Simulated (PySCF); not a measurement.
# Ge2H6: NMR shieldings, spin-spin couplings, relativistic core levels, part 2 of 2

PySCF 2.14.0. Atoms count from 0. The steps go on from the part before.

## 8. NMR shieldings: PBE0/pcJ-1 Ge:dyall-v2z, spin-free

The job: settings as JSON, then the geometry in Å.

```
{"job": {"kind": "hnmr", "xc": "PBE0", "basis": {"default": "pcJ-1", "Ge": "dyall-v2z"}, "rel": "sf"}, "charge": 0, "multiplicity": 1}
Ge    -1.172451     0.139011     0.000446
Ge     1.233063    -0.123678     0.058562
H     -1.794610    -0.819144    -1.031819
H     -1.534416     1.583979    -0.390408
H     -1.783430    -0.162566     1.381069
H      1.616013    -1.564175     0.443383
H      1.848483     0.839504     1.090414
H      1.833503     0.190515    -1.324340
```

With the program's defaults for keys left out, this is: PBE0/pcJ-1 Ge:dyall-v2z GIAO NMR shielding, spin-free X2C, Gaussian nuclei, gas phase.

The program printed:

```text
spin-free SCF
coarse grid: 29664 points
cycle   1  E = -4200.7250000705  dE = -2.772e-01  |g| = 5.252e-01  |ddm| = 1.988e+00
cycle   2  E = -4200.7157346639  dE =  9.265e-03  |g| = 6.981e-01  |ddm| = 2.843e-01
cycle   3  E = -4200.7387167479  dE = -2.298e-02  |g| = 1.892e-02  |ddm| = 1.587e-01
cycle   4  E = -4200.7387252553  dE = -8.507e-06  |g| = 6.469e-03  |ddm| = 1.000e-02
cycle   5  E = -4200.7387289457  dE = -3.690e-06  |g| = 8.887e-04  |ddm| = 4.161e-03
final grid: 58312 points
cycle   6  E = -4200.7389548343  dE = -1.478e-07  |g| = 1.409e-03  |ddm| = 1.974e-03
cycle   7  E = -4200.7389547611  dE =  7.319e-08  |g| = 1.940e-03  |ddm| = 1.731e-03
cycle   8  E = -4200.7389550619  dE = -3.008e-07  |g| = 1.596e-04  |ddm| = 7.438e-04
cycle   9  E = -4200.7389550649  dE = -3.041e-09  |g| = 6.888e-05  |ddm| = 2.053e-04
converged SCF energy = -4200.7389550649
check of the scalar solution
cycle   1  E = -4200.7389550649  dE = -4.201e+03  |FDS-SDF| = 6.888e-05
cycle   2  E = -4200.7389550655  dE = -5.630e-10  |FDS-SDF| = 8.058e-05
converged, E = -4200.7389550655

Field gradients (au) and densities at the nuclei (bohr^-3)
atom        Vxx        Vyy        Vzz        centre      nuclear mean
  0 Ge    -0.1275    -0.1293     0.2568      29253.995      29224.619
  1 Ge    -0.1272    -0.1290     0.2562      29253.995      29224.619
  2 H     -0.0671    -0.0680     0.1350          0.404          0.404
  3 H     -0.0670    -0.0679     0.1349          0.404          0.404
  4 H     -0.0671    -0.0680     0.1351          0.405          0.405
  5 H     -0.0671    -0.0681     0.1352          0.405          0.405
  6 H     -0.0670    -0.0679     0.1350          0.405          0.405
  7 H     -0.0670    -0.0679     0.1349          0.404          0.404
without picture change
  0 Ge                           0.2669                     45024.674
  1 Ge                           0.2663                     45024.674

Core orbital energies (eV)
atom   shell        mean    spread
  0 Ge 1s       -11006.139   0.000
  0 Ge 2s        -1390.909   0.000
  0 Ge 3s         -176.323   0.000
  0 Ge 4s          -16.356   0.000
  0 Ge 2p        -1214.261   0.011
  0 Ge 3p         -121.796   0.020
  0 Ge 3d          -32.572   0.076
  1 Ge 1s       -11006.139   0.000
  1 Ge 2s        -1390.908   0.000
  1 Ge 3s         -176.322   0.000
  1 Ge 4s          -16.355   0.000
  1 Ge 2p        -1214.260   0.011
  1 Ge 3p         -121.795   0.020
  1 Ge 3d          -32.571   0.076

Shielding tensors (ppm)
atom      isotropic    diamagn.    paramagn.     s11        s22        s33       span
  0 Ge     1670.88     2767.74    -1096.85    1660.78    1662.70    1689.17      28.38
  1 Ge     1670.91     2767.72    -1096.81    1660.54    1662.88    1689.32      28.79
  2 H        27.41       27.91       -0.49      21.08      22.17      39.00      17.92
  3 H        27.42       27.90       -0.49      21.07      22.20      38.98      17.91
  4 H        27.42       27.89       -0.47      21.08      22.17      39.00      17.92
  5 H        27.42       27.87       -0.45      21.08      22.16      39.01      17.93
  6 H        27.42       27.87       -0.45      21.07      22.19      38.99      17.92
  7 H        27.42       27.89       -0.47      21.07      22.19      38.98      17.91
```

It took 18 s on 1 thread of Intel Xeon 6975P-C, shared host; peak memory 1.1 GiB.

## 9. NMR shieldings: PBE0/pcJ-1 Ge:dyall-v2z, spin-free

Settings changed since step 8:

```diff
@@ -1,2 +1,2 @@
-{"job": {"kind": "hnmr", "xc": "PBE0", "basis": {"default": "pcJ-1", "Ge": "dyall-v2z"}, "rel": "sf"}, "charge": 0, "multiplicity": 1}
+{"job": {"kind": "hnmr", "xc": "PBE0", "basis": {"default": "pcJ-1", "Ge": "dyall-v2z"}, "rel": "sf", "two": true}, "charge": 0, "multiplicity": 1}
 Ge    -1.172451     0.139011     0.000446
```

With the program's defaults for keys left out, this is: PBE0/pcJ-1 Ge:dyall-v2z GIAO NMR shielding, X2C without spin-orbit coupling but with the spin-dependent field terms, Gaussian nuclei, gas phase.

The program printed:

```text
spin-free SCF
coarse grid: 29664 points
cycle   1  E = -4200.7250000705  dE = -2.772e-01  |g| = 5.252e-01  |ddm| = 1.988e+00
cycle   2  E = -4200.7157346639  dE =  9.265e-03  |g| = 6.981e-01  |ddm| = 2.843e-01
cycle   3  E = -4200.7387167479  dE = -2.298e-02  |g| = 1.892e-02  |ddm| = 1.587e-01
cycle   4  E = -4200.7387252553  dE = -8.507e-06  |g| = 6.469e-03  |ddm| = 1.000e-02
cycle   5  E = -4200.7387289457  dE = -3.690e-06  |g| = 8.887e-04  |ddm| = 4.161e-03
final grid: 58312 points
cycle   6  E = -4200.7389548343  dE = -1.478e-07  |g| = 1.409e-03  |ddm| = 1.974e-03
cycle   7  E = -4200.7389547611  dE =  7.319e-08  |g| = 1.940e-03  |ddm| = 1.731e-03
cycle   8  E = -4200.7389550619  dE = -3.008e-07  |g| = 1.596e-04  |ddm| = 7.438e-04
cycle   9  E = -4200.7389550649  dE = -3.041e-09  |g| = 6.888e-05  |ddm| = 2.053e-04
converged SCF energy = -4200.7389550649
two-component SCF
cycle   1  E = -4200.7389550651  dE = -4.201e+03  |FDS-SDF| = 6.888e-05
cycle   2  E = -4200.7389550656  dE = -5.384e-10  |FDS-SDF| = 8.058e-05
converged, E = -4200.7389550656

Field gradients (au) and densities at the nuclei (bohr^-3)
atom        Vxx        Vyy        Vzz        centre      nuclear mean
  0 Ge    -0.1275    -0.1293     0.2568      29253.995      29224.619
  1 Ge    -0.1272    -0.1290     0.2562      29253.995      29224.619
  2 H     -0.0671    -0.0680     0.1350          0.404          0.404
  3 H     -0.0670    -0.0679     0.1349          0.404          0.404
  4 H     -0.0671    -0.0680     0.1351          0.405          0.405
  5 H     -0.0671    -0.0681     0.1352          0.405          0.405
  6 H     -0.0670    -0.0679     0.1350          0.405          0.405
  7 H     -0.0670    -0.0679     0.1349          0.404          0.404
without picture change
  0 Ge                           0.2669                     45024.674
  1 Ge                           0.2663                     45024.674

Core orbital energies (eV)
atom   shell        mean    spread
  0 Ge 1s       -11006.139   0.000
  0 Ge 2s        -1390.909   0.000
  0 Ge 3s         -176.323   0.000
  0 Ge 4s          -16.356   0.000
  0 Ge 2p1/2     -1214.268   0.000
  0 Ge 2p3/2     -1214.258   0.000
  0 Ge 3p1/2      -121.810   0.000
  0 Ge 3p3/2      -121.789   0.000
  0 Ge 3d3/2       -32.606   0.000
  0 Ge 3d5/2       -32.549   0.055
  1 Ge 1s       -11006.139   0.000
  1 Ge 2s        -1390.908   0.000
  1 Ge 3s         -176.322   0.000
  1 Ge 4s          -16.355   0.000
  1 Ge 2p1/2     -1214.268   0.000
  1 Ge 2p3/2     -1214.257   0.000
  1 Ge 3p1/2      -121.809   0.000
  1 Ge 3p3/2      -121.789   0.000
  1 Ge 3d3/2       -32.606   0.000
  1 Ge 3d5/2       -32.548   0.055

Shielding tensors (ppm)
atom      isotropic    diamagn.    paramagn.     s11        s22        s33       span
  0 Ge     1867.42     2649.06     -781.64    1857.21    1859.12    1885.94      28.73
  1 Ge     1867.45     2649.05     -781.60    1856.96    1859.30    1886.09      29.13
  2 H        27.42       27.90       -0.48      21.09      22.19      39.00      17.91
  3 H        27.43       27.90       -0.48      21.08      22.22      38.98      17.90
  4 H        27.43       27.88       -0.46      21.09      22.18      39.00      17.91
  5 H        27.43       27.87       -0.44      21.10      22.17      39.01      17.92
  6 H        27.43       27.87       -0.44      21.09      22.20      38.99      17.91
  7 H        27.43       27.89       -0.46      21.08      22.21      38.99      17.90
```

Run time: 41 s. Hardware: 1 thread of Intel Xeon 6975P-C, shared host; peak memory 1.2 GiB.

## 10. Spin-spin couplings: PBE0/pcJ-1 Ge:dyall-v2z, spin-free

Settings changed since step 9:

```diff
@@ -1,2 +1,2 @@
-{"job": {"kind": "hnmr", "xc": "PBE0", "basis": {"default": "pcJ-1", "Ge": "dyall-v2z"}, "rel": "sf", "two": true}, "charge": 0, "multiplicity": 1}
+{"job": {"kind": "hj", "xc": "PBE0", "basis": {"default": "pcJ-1", "Ge": "dyall-v2z"}, "rel": "sf", "atoms": [0]}, "charge": 0, "multiplicity": 1}
 Ge    -1.172451     0.139011     0.000446
```

With the program's defaults for keys left out, this is: PBE0/pcJ-1 Ge:dyall-v2z indirect spin-spin coupling, X2C without spin-orbit coupling, Gaussian nuclei, gas phase.

The program printed:

```text
spin-free SCF
coarse grid: 29664 points
cycle   1  E = -4200.7250000705  dE = -2.772e-01  |g| = 5.252e-01  |ddm| = 1.988e+00
cycle   2  E = -4200.7157346639  dE =  9.265e-03  |g| = 6.981e-01  |ddm| = 2.843e-01
cycle   3  E = -4200.7387167479  dE = -2.298e-02  |g| = 1.892e-02  |ddm| = 1.587e-01
cycle   4  E = -4200.7387252553  dE = -8.507e-06  |g| = 6.469e-03  |ddm| = 1.000e-02
cycle   5  E = -4200.7387289457  dE = -3.690e-06  |g| = 8.887e-04  |ddm| = 4.161e-03
final grid: 58312 points
cycle   6  E = -4200.7389548343  dE = -1.478e-07  |g| = 1.409e-03  |ddm| = 1.974e-03
cycle   7  E = -4200.7389547611  dE =  7.319e-08  |g| = 1.940e-03  |ddm| = 1.731e-03
cycle   8  E = -4200.7389550619  dE = -3.008e-07  |g| = 1.596e-04  |ddm| = 7.438e-04
cycle   9  E = -4200.7389550649  dE = -3.041e-09  |g| = 6.888e-05  |ddm| = 2.053e-04
converged SCF energy = -4200.7389550649
two-component SCF
cycle   1  E = -4200.7389550651  dE = -4.201e+03  |FDS-SDF| = 6.888e-05
cycle   2  E = -4200.7389550656  dE = -5.384e-10  |FDS-SDF| = 8.058e-05
converged, E = -4200.7389550656

Indirect spin-spin couplings
  i        j     bonds      J/Hz   K/1e19 T2/J   anisotropy/Hz
  0  73Ge   1  73Ge   1       10.27      698.53        19.1
  0  73Ge   2   1H    1      -90.81      216.07       -15.1
  0  73Ge   3   1H    1      -90.46      215.24       -15.1
  0  73Ge   4   1H    1      -90.83      216.12       -15.1
  0  73Ge   5   1H    2       -4.31       10.26        -1.4
  0  73Ge   6   1H    2       -4.32       10.28        -1.3
  0  73Ge   7   1H    2       -4.32       10.28        -1.3
```

Run time: 35 s. Hardware: 1 thread of Intel Xeon 6975P-C, shared host; peak memory 0.85 GiB.

## 11. NMR shieldings: PBE0/pcJ-1 Ge:dyall-v2z (no two-electron spin-orbit screening), spin–orbit

Settings changed since step 10:

```diff
@@ -1,2 +1,2 @@
-{"job": {"kind": "hj", "xc": "PBE0", "basis": {"default": "pcJ-1", "Ge": "dyall-v2z"}, "rel": "sf", "atoms": [0]}, "charge": 0, "multiplicity": 1}
+{"job": {"kind": "hnmr", "xc": "PBE0", "basis": {"default": "pcJ-1", "Ge": "dyall-v2z"}, "rel": "so", "snso": false}, "charge": 0, "multiplicity": 1}
 Ge    -1.172451     0.139011     0.000446
```

Level: PBE0/pcJ-1 Ge:dyall-v2z GIAO NMR shielding, X2C with spin-orbit coupling, one-electron part alone, Gaussian nuclei, gas phase.

The program printed:

```text
spin-free SCF
coarse grid: 29664 points
cycle   1  E = -4200.7250000705  dE = -2.772e-01  |g| = 5.252e-01  |ddm| = 1.988e+00
cycle   2  E = -4200.7157346639  dE =  9.265e-03  |g| = 6.981e-01  |ddm| = 2.843e-01
cycle   3  E = -4200.7387167479  dE = -2.298e-02  |g| = 1.892e-02  |ddm| = 1.587e-01
cycle   4  E = -4200.7387252553  dE = -8.507e-06  |g| = 6.469e-03  |ddm| = 1.000e-02
cycle   5  E = -4200.7387289457  dE = -3.690e-06  |g| = 8.887e-04  |ddm| = 4.161e-03
final grid: 58312 points
cycle   6  E = -4200.7389548343  dE = -1.478e-07  |g| = 1.409e-03  |ddm| = 1.974e-03
cycle   7  E = -4200.7389547611  dE =  7.319e-08  |g| = 1.940e-03  |ddm| = 1.731e-03
cycle   8  E = -4200.7389550619  dE = -3.008e-07  |g| = 1.596e-04  |ddm| = 7.438e-04
cycle   9  E = -4200.7389550649  dE = -3.041e-09  |g| = 6.888e-05  |ddm| = 2.053e-04
converged SCF energy = -4200.7389550649
two-component SCF
cycle   1  E = -4200.6539692706  dE = -4.201e+03  |FDS-SDF| = 2.266e+01
cycle   2  E = -4200.8373069465  dE = -1.833e-01  |FDS-SDF| = 1.080e-01
cycle   3  E = -4200.8374437425  dE = -1.368e-04  |FDS-SDF| = 3.987e-03
cycle   4  E = -4200.8374452884  dE = -1.546e-06  |FDS-SDF| = 2.458e-03
cycle   5  E = -4200.8374455497  dE = -2.613e-07  |FDS-SDF| = 7.689e-04
cycle   6  E = -4200.8374455919  dE = -4.216e-08  |FDS-SDF| = 4.779e-05
cycle   7  E = -4200.8374455925  dE = -6.557e-10  |FDS-SDF| = 1.152e-05
converged, E = -4200.8374455925

Field gradients (au) and densities at the nuclei (bohr^-3)
atom        Vxx        Vyy        Vzz        centre      nuclear mean
  0 Ge    -0.1275    -0.1294     0.2569      29255.734      29226.358
  1 Ge    -0.1272    -0.1290     0.2562      29255.734      29226.358
  2 H     -0.0670    -0.0680     0.1350          0.404          0.404
  3 H     -0.0670    -0.0679     0.1348          0.404          0.404
  4 H     -0.0671    -0.0680     0.1351          0.405          0.405
  5 H     -0.0671    -0.0681     0.1352          0.405          0.405
  6 H     -0.0670    -0.0679     0.1349          0.404          0.404
  7 H     -0.0670    -0.0679     0.1348          0.404          0.404
without picture change
  0 Ge                           0.2669                     45024.364
  1 Ge                           0.2662                     45024.364

Core orbital energies (eV)
atom   shell        mean    spread
  0 Ge 1s       -11006.020   0.000
  0 Ge 2s        -1390.887   0.000
  0 Ge 3s         -176.320   0.000
  0 Ge 4s          -16.356   0.000
  0 Ge 2p1/2     -1237.029   0.000
  0 Ge 2p3/2     -1203.127   0.007
  0 Ge 3p1/2      -124.915   0.000
  0 Ge 3p3/2      -120.277   0.014
  0 Ge 3d3/2       -33.085   0.004
  0 Ge 3d5/2       -32.233   0.050
  1 Ge 1s       -11006.019   0.000
  1 Ge 2s        -1390.886   0.000
  1 Ge 3s         -176.320   0.000
  1 Ge 4s          -16.355   0.000
  1 Ge 2p1/2     -1237.028   0.000
  1 Ge 2p3/2     -1203.126   0.007
  1 Ge 3p1/2      -124.914   0.000
  1 Ge 3p3/2      -120.276   0.014
  1 Ge 3d3/2       -33.084   0.004
  1 Ge 3d5/2       -32.232   0.050

Shielding tensors (ppm)
atom      isotropic    diamagn.    paramagn.     s11        s22        s33       span
  0 Ge     1871.83     2651.06     -779.23    1866.53    1868.40    1880.55      14.01
  1 Ge     1871.85     2651.04     -779.19    1866.28    1868.57    1880.71      14.43
  2 H        27.80       27.83       -0.04      21.96      22.62      38.81      16.84
  3 H        27.80       27.83       -0.03      21.95      22.65      38.79      16.84
  4 H        27.80       27.81       -0.01      21.97      22.61      38.81      16.85
  5 H        27.80       27.80        0.00      21.97      22.60      38.82      16.85
  6 H        27.80       27.79        0.01      21.96      22.64      38.80      16.84
  7 H        27.80       27.81       -0.02      21.95      22.64      38.79      16.84
```

Run time: 50 s. Hardware: 1 thread of Intel Xeon 6975P-C, shared host; peak memory 1.2 GiB.

Key values:

| quantity | value |
| --- | --- |
| energy from spin-orbit coupling | -0.0985 Eh |

## 12. Shieldings side by side

| run | Ge0 | Ge1 | H4 | H2 | H5 | H6 | H7 | time |
| --- | --- | --- | --- | --- | --- | --- | --- | --- |
| step 3, PBE0/pcJ-1 Ge:dyall-v2z, spin–orbit | 1871.6 | 1871.6 | 27.8 | 27.8 | 27.8 | 27.8 | 27.8 | 51 s |
| step 6, PBE0/pcJ-1 Ge:dyall-v2z, non-relativistic | 1673.8 | 1673.8 | 27.6 | 27.6 | 27.6 | 27.6 | 27.6 | 20 s |
| step 8, PBE0/pcJ-1 Ge:dyall-v2z, spin-free | 1670.9 | 1670.9 | 27.4 | 27.4 | 27.4 | 27.4 | 27.4 | 18 s |
| step 9, PBE0/pcJ-1 Ge:dyall-v2z, spin-free with spin-dependent field terms | 1867.4 | 1867.4 | 27.4 | 27.4 | 27.4 | 27.4 | 27.4 | 41 s |
| step 11, PBE0/pcJ-1 Ge:dyall-v2z (no two-electron spin-orbit screening), spin–orbit (one-electron part alone) | 1871.8 | 1871.8 | 27.8 | 27.8 | 27.8 | 27.8 | 27.8 | 50 s |

## 13. What came out

What follows sums up all 2 parts.

| quantity | value |
| --- | --- |
| point group | D3d |
| rotational constants (main isotopes) | 40.10, 2.09, 2.09 GHz |
| energy from spin-orbit coupling (step 3, PBE0/pcJ-1 Ge:dyall-v2z, spin–orbit) | -0.0859 Eh |
| shieldings (step 3, PBE0/pcJ-1 Ge:dyall-v2z, spin–orbit) | Ge0 1871.6, Ge1 1871.6 ppm |
| energy from spin-orbit coupling (step 4, PBE0/pcJ-1 Ge:dyall-v2z, spin–orbit) | -0.0859 Eh |
| largest reduced coupling (step 4, PBE0/pcJ-1 Ge:dyall-v2z, spin–orbit) | Ge0–Ge1: J = 10.2 Hz, K = 692·10¹⁹ T²/J |
| Ge0 2p3/2 binding energy (step 5, PBE0/pcJ-1 Ge:dyall-v2z, spin–orbit) | 1220.5 eV, 2p1/2 1252.3 eV |
| energy from spin-orbit coupling (step 5, PBE0/pcJ-1 Ge:dyall-v2z, spin–orbit) | -0.0859 Eh |
| shieldings (step 6, PBE0/pcJ-1 Ge:dyall-v2z, non-relativistic) | Ge0 1673.8, Ge1 1673.8 ppm |
| largest reduced coupling (step 7, PBE0/pcJ-1 Ge:dyall-v2z, non-relativistic) | Ge0–Ge1: J = 9.5 Hz, K = 647·10¹⁹ T²/J |
| shieldings (step 8, PBE0/pcJ-1 Ge:dyall-v2z, spin-free) | Ge0 1670.9, Ge1 1670.9 ppm |
| shieldings (step 9, PBE0/pcJ-1 Ge:dyall-v2z, spin-free with spin-dependent field terms) | Ge0 1867.4, Ge1 1867.4 ppm |
| largest reduced coupling (step 10, PBE0/pcJ-1 Ge:dyall-v2z, spin-free) | Ge0–Ge1: J = 10.3 Hz, K = 699·10¹⁹ T²/J |
| energy from spin-orbit coupling (step 11, PBE0/pcJ-1 Ge:dyall-v2z (no two-electron spin-orbit screening), spin–orbit (one-electron part alone)) | -0.0985 Eh |
| shieldings (step 11, PBE0/pcJ-1 Ge:dyall-v2z (no two-electron spin-orbit screening), spin–orbit (one-electron part alone)) | Ge0 1871.8, Ge1 1871.8 ppm |

Over 3 steps the energy fell by 0.173 eV; of the close pairs, Ge0–Ge1 changed most, 2.335 to 2.421 Å. Ge0 (with its equivalent atoms) moves most between the runs, by 201 ppm; the labels say what changes from run to run.
